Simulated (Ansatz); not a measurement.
# MoH2: the cost of one run

Computed with Ansatz 0.2.0 (DFT PBE, scalar-relativistic, plane waves, PAW, unless a step's input says otherwise).

1 further run of the same task is left out (set aside as unsound or not needed). Runs told in other sessions of the task aren't counted.

### 1 The structure to begin with

The structure is tetragonal, space group P4/mmm (No. 123). Conventional cell: a = 2.948 Å, b = 2.948 Å, c = 2.688 Å, α = 90.00°, β = 90.00°, γ = 90.00°. H (site symmetry mmm) has 4 Mo at 1.99 Å in its first shell of neighbours. Mo (site symmetry 4/mmm) has 8 H at 1.99 Å in its first shell of neighbours.

Structure file:

```cif
data_structure
_symmetry_space_group_name_H-M 'P4/mmm'
_symmetry_Int_Tables_number 123
_cell_length_a 2.9481
_cell_length_b 2.9481
_cell_length_c 2.6876
_cell_angle_alpha 90.000
_cell_angle_beta 90.000
_cell_angle_gamma 90.000
_cell_volume 23.36
loop_
_atom_site_label
_atom_site_type_symbol
_atom_site_symmetry_multiplicity
_atom_site_Wyckoff_symbol
_atom_site_fract_x
_atom_site_fract_y
_atom_site_fract_z
_atom_site_occupancy
H1 H 2 e 0.50000 0.00000 0.50000 1
Mo1 Mo 1 a 0.00000 0.00000 0.00000 1
```

The cell was relaxed beforehand at this level, from a generated guess; it is a trial structure. At a tolerance of 0.05 Å it has space group P4/mmm (No. 123); it has 7.79 Å³/atom, an uncorrected energy of +0.36 eV/atom over the elements.

### 2 Static run: bands, density of states and charges

Input file input.yaml:

```yaml
crystal:
  lattice:
    - [2.9480536593, 0.0, 0.0]
    - [0.0, 2.9480536593, 0.0]
    - [0.0, 0.0, 2.6876271771]
  atoms:
    - { symbol: H, position: [0.5, 0.0, 0.5] }
    - { symbol: H, position: [0.0, 0.5, 0.5] }
    - { symbol: Mo, position: [0.0, 0.0, 0.0] }
basis:
  ecutwfc: 420
kpoints:
  mp_grid: { grid: [16, 16, 18] }
  band_path:
    path:
      - [[0.0, 0.0, 0.0], [0.0, 0.5, 0.0], [0.5, 0.5, 0.0], [0.0, 0.0, 0.0], [0.0, 0.0, 0.5], [0.0, 0.5, 0.5], [0.5, 0.5, 0.5], [0.0, 0.0, 0.5]]
      - [[0.0, 0.5, 0.0], [0.0, 0.5, 0.5]]
      - [[0.5, 0.5, 0.0], [0.5, 0.5, 0.5]]
    npoints: 14
hamiltonian:
  xc: pbe
scf:
  occupations: { method: gaussian, width: 0.1 }
  n_extra_bands: 7
output:
  forces: true
  stress: true
  eigenvalues: true
  populations: true
  dos: { projected: true, de: 0.02, nscf_kmesh: { grid: [20, 20, 22] } }
  bader: true
```

Launch:

```sh
> ansatz run input.yaml --threads 1 --pin off --max-ram 2560MiB --backend cpu --events-out ev --progress --plain --runs-dir out
```

Q: Estimate wall time and peak memory on 1 thread of Intel Xeon at 2.50GHz (Skylake/Cascade Lake), shared host.

About 70 s, with a peak of 0.46 GiB.
